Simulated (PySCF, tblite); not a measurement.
# C5H7BClN: geometry, infrared bands and NMR shifts

Wanted: the infrared bands and NMR shifts of C5H7BClN (`C#C[B@-]([NH3+])(Cl)C#CC`), by calculation.

Programs: tblite 0.8.0 and PySCF 2.14.0, with density-fitted response routines of our own. Each step states its level of theory. These are calculated values for one molecule in the gas phase, unless marked as measured. Atoms count from 0, in the outputs and in this text.

## 1. The starting structure

15 atoms, charge 0, multiplicity 1; geometry from: force field or distance geometry start.

Bonds of the start (Å): C0–C1 1.20, C1–B2 1.57, B2–N3 1.51, B2–Cl4 1.85, B2–C5 1.54, C5–C6 1.21, C6–C7 1.47, C0–H8 1.07, N3–H9 1.02, N3–H10 1.06, N3–H11 1.05, C7–H12 1.11, C7–H13 1.12, C7–H14 1.12.

## 2. Optimising the geometry with GFN2-xTB

What the job is given:

```
{"job": {"kind": "relax", "xc": "GFN2-xTB", "basis": "xTB"}, "charge": 0, "multiplicity": 1}
C     -2.284600     2.023300    -0.718200
C     -1.771500     0.996000    -0.370600
B     -1.065600    -0.324500     0.107000
N     -1.451700    -1.402100    -0.883400
Cl    -1.579600    -0.746200     1.836200
C      0.453700    -0.091400     0.118800
C      1.651600     0.098900     0.126200
C      3.108600     0.328400     0.119800
H     -2.752500     2.938100    -1.012800
H     -1.008400    -1.283900    -1.797000
H     -1.153300    -2.319200    -0.454100
H     -2.501900    -1.428900    -0.933400
H      3.513700    -0.137900     1.036400
H      3.294300     1.435300     0.121000
H      3.542900    -0.078000    -0.823400
```

The run is started by

```
$ OMP_NUM_THREADS=1 python probes_run.py task.json out
```

The driver reads the jobs from task.json and runs them one after another.

**Question.** This job is followed by: GFN2-xTB harmonic vibrations, gas phase; GIAO PBE0/pcSseg-1 NMR shielding, non-relativistic, gas phase. Predict these results of the whole session: strongest single infrared mode (GFN2-xTB); zero-point energy (GFN2-xTB); 13C shifts against TMS (PBE0/pcSseg-1); 1H shifts against TMS (PBE0/pcSseg-1, means over atoms taken as alike); 11B shifts against BF3·OEt2 (PBE0/pcSseg-1); 15N shifts against NH3 (PBE0/pcSseg-1); 35Cl shifts against HCl (PBE0/pcSseg-1); surface potential, 1st and 99th percentile.

**Answer**, as computed:

| quantity | value |
| --- | --- |
| strongest single infrared mode (GFN2-xTB) | 1232 cm⁻¹, 262 km/mol |
| zero-point energy (GFN2-xTB) | 67.7 kcal/mol |
| 13C shifts against TMS (PBE0/pcSseg-1) | 104.5, 95.1, 94.4, 91.0, 5.9 ppm |
| 1H shifts against TMS (PBE0/pcSseg-1, means over atoms taken as alike) | 3.03, 2.02, 1.88 ppm |
| 11B shifts against BF3·OEt2 (PBE0/pcSseg-1) | -18.0 ppm |
| 15N shifts against NH3 (PBE0/pcSseg-1) | 75.3 ppm |
| 35Cl shifts against HCl (PBE0/pcSseg-1) | 79 ppm |
| surface potential, 1st and 99th percentile | -1.60 V and 2.65 V |

In words: Relaxing lowered the energy by 0.384 eV in 80 steps; the close pair that moved most is B2–N3, from 1.514 to 1.656 Å. No mode is imaginary among the 39: a minimum at this level. The strongest single mode, at 1232 cm⁻¹, moves mainly H11, H10 and H9. GFN2-xTB is a fitted tight-binding method: band positions and strengths are rough. Its intensities can rank the bands wrongly. At PBE0/pcSseg-1: Shielding is most anisotropic at C1 (span 313 ppm, paramagnetic term -168 ppm).
